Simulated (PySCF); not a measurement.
# H3HfO3 (Hf(OH)3+): the cost of one run

Computed with PySCF 2.14.0. Level: PBE0, Hf def2-SVP with ECP60, O def2-SVP, H def2-SVP; scalar-relativistic core potentials, no spin–orbit coupling.

1 further run of the same task is left out (for a known fault of the program).

## Step 1: Where the work starts

7 atoms, charge 1, spin multiplicity 1.

Bond lengths: Hf1–O2 1.918 Å, Hf1–O4 1.918 Å, Hf1–O6 1.918 Å, O2–H3 0.966 Å, O4–H5 0.966 Å, O6–H7 0.966 Å. Angles: O2–Hf1–O4 120.0°, O2–Hf1–O6 120.0°, O4–Hf1–O6 120.0°, Hf1–O2–H3 158.7°, Hf1–O4–H5 158.7°, Hf1–O6–H7 158.7°.

As a file:

```
Hf    0.00000    0.00000    0.00000
O     1.91840    0.00000    0.00000
H     2.81840    0.00000    0.35000
O    -0.95920    1.66140    0.00000
H    -1.40920    2.44080    0.35000
O    -0.95920   -1.66140    0.00000
H    -1.40920   -2.44080    0.35000
```

Formal oxidation states: Hf +4.

## Step 2: SCF at the start, singlet

Input file run.py (the lines that set the calculation):

```python
mol = gto.M(atom='''
Hf     0.00000     0.00000     0.00000
O      1.91840     0.00000     0.00000
H      2.81840     0.00000     0.35000
O     -0.95920     1.66140     0.00000
H     -1.40920     2.44080     0.35000
O     -0.95920    -1.66140     0.00000
H     -1.40920    -2.44080     0.35000''',
    basis={'Hf': 'def2-SVP', 'O': 'def2-SVP', 'H': 'def2-SVP'},
    ecp={'Hf': 'def2-SVP'},
    charge=1, spin=0)
mf = dft.RKS(mol, xc='PBE0')
mf.grids.atom_grid = (50, 194)
mf = mf.density_fit()  # fitting sets: Hf def2-universal-JKFIT, O def2-universal-JKFIT, H def2-universal-JKFIT
mf.conv_tol = 1e-08; mf.max_cycle = 55
mf.kernel(dm0)  # dm0: free metal ions and neutral atoms
```

Run with:

```console
$ OMP_NUM_THREADS=2 python run.py
```

What time and memory should one allow on 2 threads of Arm Neoverse V2, shared host?

About 1.4 s, with a peak of 0.44 GiB.
